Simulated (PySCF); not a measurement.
**BeTl+: from the state search to spectroscopic constants**

One table from this session's results is given with a row withheld; the runs are named, their logs left out.

Program: PySCF 2.14.0. Level of theory: Be cc-pVDZ, Tl cc-pVDZ-PP with ECP60, scalar-relativistic core potentials. These are calculated values, not measurements.

The first run:

Settings of the job:

| Item | Value |
| --- | --- |
| atoms | Be, Tl |
| charge | 1 |
| basis | Be cc-pVDZ, Tl cc-pVDZ-PP with ECP60 |
| Hamiltonian | scalar-relativistic core potentials |
| basis functions | 37 |
| electrons treated | 24 |
| masses in u | 9.0122, 204.9744 |
| levels | PBE0, PBE, r²SCAN, B3LYP, PW91, M06-2X, HF, MP2, SCS-MP2, CCSD, CCSD(T) |
| grid | 80 radial by 434 angular points |
| occupations | held fixed by the projection of orbital angular momentum |
| dissociation limit | Be + Tl+, each in its ground configuration |
| starting distance in angstrom | 2.490 |
| values of 2S to try | 0, 2 |

Started as:

```sh
$ OMP_NUM_THREADS=1 python dia.py task.json out
```

Among the steps run: The job; PBE0 along the bond; Higher solutions at PBE0; PBE (GGA); r²SCAN (meta-GGA); B3LYP (global hybrid GGA); PW91; M06-2X (hybrid meta-GGA); RHF (mean field); Correlated methods on the Hartree–Fock reference.

One of the session's tables, all rows but one given; the rest of the session is left out.

It belongs to the step «The curves together». Energy (eV) from each level's lowest point:

```
R (Å)    RHF  RHF-MP2  RHF-SCS-MP2  RHF-CCSD  RHF-CCSD(T)
2.644  0.362    0.206        0.242       n/a          n/a
2.768  0.219    0.103        0.129     0.123        0.109
2.890  0.123    0.041        0.059     0.056        0.047
2.983      ?        ?            ?         ?            ?
3.075  0.040    0.003        0.008     0.008        0.005
3.167  0.018    0.000        0.000     0.000        0.000
3.290  0.003    0.008        0.001     0.000        0.004
3.444  0.000    0.029        0.015     0.012        0.020
3.628  0.011    0.064        0.043     0.036        0.047
3.874  0.038    0.115        0.086       n/a          n/a
```

Estimate the missing values for R (Å) = 2.983.

Worked estimate for «RHF». A straight line through the neighbours (2.890, 0.123) and (3.075, 0.040) gives 0.123 + (0.040 − 0.123) × (2.983 − 2.890) / (3.075 − 2.890) = 0.081; a parabola fitted to 4 rows on both sides gives 0.073.

As computed: RHF: 0.074; RHF-MP2: 0.015; RHF-SCS-MP2: 0.027; RHF-CCSD: 0.026; RHF-CCSD(T): 0.020. In «RHF» the line misses by +0.007 and the parabola by -0.001.
